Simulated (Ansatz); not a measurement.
# Bi3Te2S: the cost of one run

Computed with Ansatz 0.2.0 (DFT PBE, scalar-relativistic, plane waves, PAW, unless a step's input says otherwise).

## (1) The structure to begin with

It takes space group P4mm (No. 99, tetragonal). Conventional cell: a = 5.262 Å, b = 5.262 Å, c = 6.630 Å, α = 90.00°, β = 90.00°, γ = 90.00°. Around Bi (site symmetry 2mm) lie 2 S at 2.64 Å. Bi (site symmetry 4mm) has 4 Bi at 3.50 Å and 4 Te at 3.73 Å as nearest neighbours. Te (site symmetry 4mm) is surrounded by 1 S at 1.91 Å. Around Te (site symmetry 4mm) lie 1 S at 2.33 Å and 1 Te at 2.39 Å. S (site symmetry 4mm) is surrounded by 2 Te at 1.91 to 2.33 Å and 4 Bi at 2.64 Å.

As a file:

```cif
data_structure
_symmetry_space_group_name_H-M 'P 1'
_symmetry_Int_Tables_number 1
_cell_length_a 5.2619
_cell_length_b 5.2619
_cell_length_c 6.6300
_cell_angle_alpha 90.000
_cell_angle_beta 90.000
_cell_angle_gamma 90.000
_cell_volume 183.57
loop_
_atom_site_label
_atom_site_type_symbol
_atom_site_fract_x
_atom_site_fract_y
_atom_site_fract_z
_atom_site_occupancy
Bi1 Bi 0.50000 0.00000 0.47334 1
Bi2 Bi 0.00000 0.50000 0.47334 1
Bi3 Bi 0.50000 0.50000 0.82189 1
Te1 Te 0.00000 0.00000 0.15119 1
Te2 Te 0.00000 0.00000 0.79067 1
S1 S 0.00000 0.00000 0.43945 1
```

A structure generator made this guess: random cell by space group and Wyckoff sites (P4mm, No. 99). Its size is a rough estimate.

## (2) Probe: one point on a coarse mesh

input.yaml

```yaml
crystal:
  lattice:
    - [5.26189118, 0.0, 0.0]
    - [0.0, 5.26189118, 0.0]
    - [0.0, 0.0, 6.63002085]
  atoms:
    - { symbol: Bi, position: [0.5, 0.0, 0.47333944] }
    - { symbol: Bi, position: [0.0, 0.5, 0.47333944] }
    - { symbol: Bi, position: [0.5, 0.5, 0.82189142] }
    - { symbol: Te, position: [0.0, 0.0, 0.1511891] }
    - { symbol: Te, position: [0.0, 0.0, 0.79067314] }
    - { symbol: S, position: [0.0, 0.0, 0.43944998] }
basis:
  ecutwfc: 420
kpoints:
  mp_grid: { grid: [4, 4, 4] }
hamiltonian:
  xc: pbe
scf:
  occupations: { method: gaussian, width: 0.1 }
  lower_state_search: "off"
output:
  forces: true
  stress: true
  eigenvalues: true
```

Started as:

```console
> ansatz run input.yaml --threads 1 --pin off --max-ram 2560MiB --backend cpu --events-out ev --progress --plain --runs-dir out
```

Q: Estimate wall time and peak memory on 1 thread of Arm Neoverse V1, shared host.

About 17 s, with a peak of 0.43 GiB.
